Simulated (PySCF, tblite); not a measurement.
# C6H12B2OSi: geometry, infrared bands and NMR shifts

Wanted: the infrared bands and NMR shifts of C6H12B2OSi (`COC1=CC=C(C)[SiH2]BB1`), by calculation.

The runs use tblite 0.8.0 and PySCF 2.14.0, with density-fitted response routines of our own; the level of theory stands in each step. All values are computed, except where a source is named. Atoms count from 0, in the outputs and in this text.

## Step 1: The molecule as given

22 atoms, charge 0, multiplicity 1; geometry from: force field or distance geometry start.

Bonds of the start (Å): C0–O1 1.44, O1–C2 1.39, C2–C3 1.36, C3–C4 1.48, C4–C5 1.34, C5–C6 1.50, C5–Si7 1.85, Si7–B8 1.92, B8–B9 1.65, B9–C2 1.59, C0–H10 1.10, C0–H11 1.11, C0–H12 1.10, C3–H13 1.08, C4–H14 1.10, C6–H15 1.09, C6–H16 1.11, C6–H17 1.12, Si7–H18 1.47, Si7–H19 1.47, B8–H20 1.17, B9–H21 1.18.

## Step 2: Optimising the geometry with GFN2-xTB

The job: settings as JSON, then the geometry in Å.

```
{"job": {"kind": "relax", "xc": "GFN2-xTB", "basis": "xTB"}, "charge": 0, "multiplicity": 1}
C      3.804900    -0.243800    -0.255500
O      2.715800     0.673900    -0.052400
C      1.380800     0.399200    -0.329000
C      0.495300     1.394200    -0.054500
C     -0.944500     1.448500    -0.397000
C     -1.893800     0.552400    -0.076000
C     -3.317100     0.831500    -0.446000
Si    -1.493500    -1.018700     0.814600
B     -0.277400    -1.898000    -0.386100
B      0.955400    -0.986700    -0.986600
H      4.733400     0.215400     0.113000
H      3.612600    -1.186800     0.306000
H      3.903800    -0.452100    -1.328400
H      0.912900     2.310800     0.336300
H     -1.268300     2.387900    -0.858800
H     -3.409700     0.937000    -1.531800
H     -3.656000     1.770900     0.047100
H     -3.990400     0.000500    -0.117300
H     -0.834500    -0.724100     2.093200
H     -2.695300    -1.844000     1.026600
H     -0.495100    -2.979800    -0.781700
H      1.750400    -1.568800    -1.640100
```

Started as:

```console
> OMP_NUM_THREADS=1 python probes_run.py task.json out
```

This one command runs all jobs of the session in turn.

**Question.** This job is followed by: GFN2-xTB harmonic vibrations, gas phase; GIAO PBE0/pcSseg-1 NMR shielding, non-relativistic, gas phase. Predict these results of the whole session: strongest single infrared mode (GFN2-xTB); zero-point energy (GFN2-xTB); 13C shifts against TMS (PBE0/pcSseg-1); 1H shifts against TMS (PBE0/pcSseg-1, means over atoms taken as alike); 17O shifts against H2O (PBE0/pcSseg-1); 29Si shifts against TMS (PBE0/pcSseg-1); 11B shifts against BF3·OEt2 (PBE0/pcSseg-1).

**Answer**, as computed:

| quantity | value |
| --- | --- |
| strongest single infrared mode (GFN2-xTB) | 2104 cm⁻¹, 499 km/mol |
| zero-point energy (GFN2-xTB) | 101.9 kcal/mol |
| 13C shifts against TMS (PBE0/pcSseg-1) | 149.2, 144.0, 137.5, 132.9, 56.0, 30.0 ppm |
| 1H shifts against TMS (PBE0/pcSseg-1, means over atoms taken as alike) | 9.19, 8.33, 6.79, 6.79, 4.20, 3.77, 2.05 ppm |
| 17O shifts against H2O (PBE0/pcSseg-1) | 128.5 ppm |
| 29Si shifts against TMS (PBE0/pcSseg-1) | -86.9 ppm |
| 11B shifts against BF3·OEt2 (PBE0/pcSseg-1) | 91.4, 63.9 ppm |

**Reading.** Over 165 steps the energy fell by 1.028 eV; of the close pairs, B8–B9 changed most, 1.646 to 1.565 Å. No mode is imaginary among the 60: a minimum at this level. The strongest single mode, at 2104 cm⁻¹, moves mainly H18 and H19. Unscaled tight-binding wavenumbers are off by several per cent, some by more. Its intensities can rank the bands wrongly.
